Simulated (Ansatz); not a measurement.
**C2H6BClGe: up Jacob's ladder to CCSD(T)**

An exercise on one series of results from a longer session: the logs are not shown, and one member is left open.

Program: Ansatz 0.2.0, Gaussian basis. Level of theory: functionals in def2-TZVPP, the program's frozen cores in correlated methods. These are calculated values, not measurements.

Levels to be run: PBE-D4, r2SCAN-D4, PBE0-D4, B3LYP-D4, ωB97X-V, ωB97M-V, B2PLYP; CCSD(T)/def2-TZVPP; MP2/def2-QZVPP; extrapolation to the limit.

## Structure used throughout

All runs share one geometry, relaxed beforehand with PBE0-D4 in a triple-zeta def2 set.

11 atoms, charge 0, spin multiplicity 1.

Atoms are counted from 1 here; the program's logs count them from 0.

Bond lengths: Cl1–C2 1.866 Å, C2–B3 1.576 Å, C2–C5 1.515 Å, C2–H6 1.089 Å, B3–Ge4 2.083 Å, B3–H7 1.189 Å, Ge4–C5 2.014 Å, Ge4–H8 1.539 Å, Ge4–H9 1.542 Å, C5–H10 1.095 Å, C5–H11 1.090 Å. Angles: Cl1–C2–B3 74.4°, Cl1–C2–C5 108.8°, Cl1–C2–H6 105.6°, B3–C2–C5 106.4°, B3–C2–H6 128.1°, C5–C2–H6 121.3°, C2–B3–Ge4 87.3°, C2–B3–H7 128.7°, Ge4–B3–H7 142.7°, B3–Ge4–C5 74.3°, B3–Ge4–H8 122.2°, B3–Ge4–H9 120.2°, C5–Ge4–H8 116.5°, C5–Ge4–H9 111.0°, H8–Ge4–H9 108.3°, C2–C5–Ge4 91.5°, C2–C5–H10 107.9°, C2–C5–H11 116.1° and more.

The first run:

in.yaml

```yaml
crystal:
  periodic: [false, false, false]
  atoms:
    - {symbol: Cl, position_ang: [1.404158, 0.392553, 1.574623]}
    - {symbol: C, position_ang: [-0.094234, 0.949684, 0.612482]}
    - {symbol: B, position_ang: [-0.477347, -0.454670, 1.216421]}
    - {symbol: Ge, position_ang: [-0.022340, -1.269256, -0.645748]}
    - {symbol: C, position_ang: [0.161917, 0.724479, -0.863284]}
    - {symbol: H, position_ang: [-0.341157, 1.937054, 0.999328]}
    - {symbol: H, position_ang: [-1.014643, -0.697564, 2.249057]}
    - {symbol: H, position_ang: [1.246507, -2.106154, -0.887109]}
    - {symbol: H, position_ang: [-1.145695, -1.821882, -1.546539]}
    - {symbol: H, position_ang: [-0.708079, 1.094554, -1.415902]}
    - {symbol: H, position_ang: [1.056213, 1.194201, -1.272730]}
basis:
  gaussian: {orbitals: def2-TZVPP}
hamiltonian: {xc: pbe, dispersion: d4}
output: {forces: true, orbitals: {seedname: orbitals}}
```

On the command line:

```bash
$ ansatz run in.yaml --threads 4 --pin off --events-out ev --progress --plain --max-ram 10444MiB
```

Steps of the session up to this table: PBE-D4 (GGA); r2SCAN-D4 (meta-GGA); PBE0-D4 (hybrid); B3LYP-D4 (hybrid); ωB97X-V (range-separated); ωB97M-V (range-separated); B2PLYP (double hybrid); CCSD(T) in def2-TZVPP; MP2 in def2-QZVPP.

One of the session's tables, all rows but one given; the rest of the session is left out.

| method | atomisation energy (kJ/mol) |
| --- | --- |
| PBE-D4 | 3861.8 |
| r2SCAN-D4 | 3809.6 |
| PBE0-D4 | ? |
| B3LYP-D4 | 3755.5 |
| ωB97X-V | 3792.8 |
| ωB97M-V | 3784.4 |
| B2PLYP | 3722.7 |
| HF/def2-TZVPP | 2760.9 |
| MP2/def2-TZVPP | 3753.9 |
| CCSD/def2-TZVPP | 3627.4 |
| CCSD(T)/def2-TZVPP | 3693.1 |
| MP2/CBS | 3837.1 |
| CCSD(T)/CBS | 3776.3 |

Estimate the missing values for PBE0-D4.

**Answer.** atomisation energy (kJ/mol): 3814.5. In the column «atomisation energy (kJ/mol)» it lies between r2SCAN-D4 (3809.6) and MP2/CBS (3837.1).

To keep in mind: Free atoms (1 Cl, 2 C, 1 B, 1 Ge, 6 H) were run apart at each level; the atomisation energy is their sum less the molecule, without zero-point or spin-orbit terms.
